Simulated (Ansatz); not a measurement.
# LuPd2O2: what a guessed cell relaxes into

The task: take a trial cell of LuPd2O2 to zero force and stress.

Computed with Ansatz 0.2.0 (DFT PBE, scalar-relativistic, plane waves, PAW, unless a step's input says otherwise).

**1. The starting structure**

The structure is trigonal, space group P-3m1 (No. 164). The conventional cell has a = 3.800 Å, b = 3.800 Å, c = 6.079 Å, α = 90.00°, β = 90.00°, γ = 120.00°. Lu (site symmetry -3m) has 6 Pd at 2.61 Å as nearest neighbours. Around Pd (site symmetry 3m) lie 4 O at 2.37 Å and 3 Lu at 2.61 Å. O (site symmetry 3m) is surrounded by 4 Pd at 2.37 Å.

Structure file:

```cif
data_structure
_symmetry_space_group_name_H-M 'P 1'
_symmetry_Int_Tables_number 1
_cell_length_a 3.8004
_cell_length_b 3.8004
_cell_length_c 6.0786
_cell_angle_alpha 90.000
_cell_angle_beta 90.000
_cell_angle_gamma 120.000
_cell_volume 76.03
loop_
_atom_site_label
_atom_site_type_symbol
_atom_site_fract_x
_atom_site_fract_y
_atom_site_fract_z
_atom_site_occupancy
Lu1 Lu 0.00000 0.00000 0.00000 1
Pd1 Pd 0.66667 0.33333 0.76885 1
Pd2 Pd 0.33333 0.66667 0.23115 1
O1 O 0.66667 0.33333 0.37852 1
O2 O 0.33333 0.66667 0.62148 1
```

A structure generator made this guess: species swapped into a database cell of Li2CeP2 (P-3m1, No. 164), with O on the Li sites, Lu on the Ce sites and Pd on the P sites. Its size is a rough estimate.

**2. A first look at the guess**

Contents of input.yaml:

```yaml
crystal:
  lattice:
    - [3.80040388, 0.0, 0.0]
    - [-1.90020194, 3.29124631, 0.0]
    - [0.0, 0.0, 6.078574]
  atoms:
    - { symbol: Lu, position: [0.0, 0.0, 0.0] }
    - { symbol: Pd, position: [0.66666667, 0.33333333, 0.7688455] }
    - { symbol: Pd, position: [0.33333333, 0.66666667, 0.2311545] }
    - { symbol: O, position: [0.66666667, 0.33333333, 0.37852144] }
    - { symbol: O, position: [0.33333333, 0.66666667, 0.62147856] }
basis:
  ecutwfc: 420
kpoints:
  mp_grid: { grid: [6, 6, 4] }
hamiltonian:
  xc: pbe
scf:
  occupations: { method: gaussian, width: 0.1 }
  lower_state_search: "off"
output:
  forces: true
  stress: true
  eigenvalues: true
```

Started as:

```sh
$ ansatz run input.yaml --threads 1 --pin off --max-ram 2560MiB --backend cpu --events-out ev --progress --plain --runs-dir out
```

The session goes on with these runs: spin check on a coarse mesh; rough relaxation on the coarse mesh; final relaxation.

**Question.** What will these runs give? Wanted: conventional cell; volume; energy over the elements; gap on the mesh; total moment.

The runs gave:

| quantity | value |
| --- | --- |
| symmetry at the end (tolerance 0.05 Å) | space group P-3m1 (No. 164) |
| conventional cell | a = 3.311 Å, b = 3.311 Å, c = 7.687 Å, α = 90.00°, β = 90.00°, γ = 120.00° |
| volume | 14.60 Å³/atom |
| energy over the elements (uncorrected; H, N, O, F and Cl as molecules) | -1.36 eV/atom |
| gap on the mesh | none (metal) |
| total moment | 1.18 μB/cell |

In words: The space group P-3m1 (No. 164) is kept, and the volume per atom shrinks by 4.0 % from the first guess. A negative formation energy is needed for stability but isn't enough; other structures and compounds were not set against it here. No finished test with a distortion of lower symmetry is shown, so the end may be a saddle point. Spin-orbit coupling is left out for Lu. Other magnetic orders were not searched.
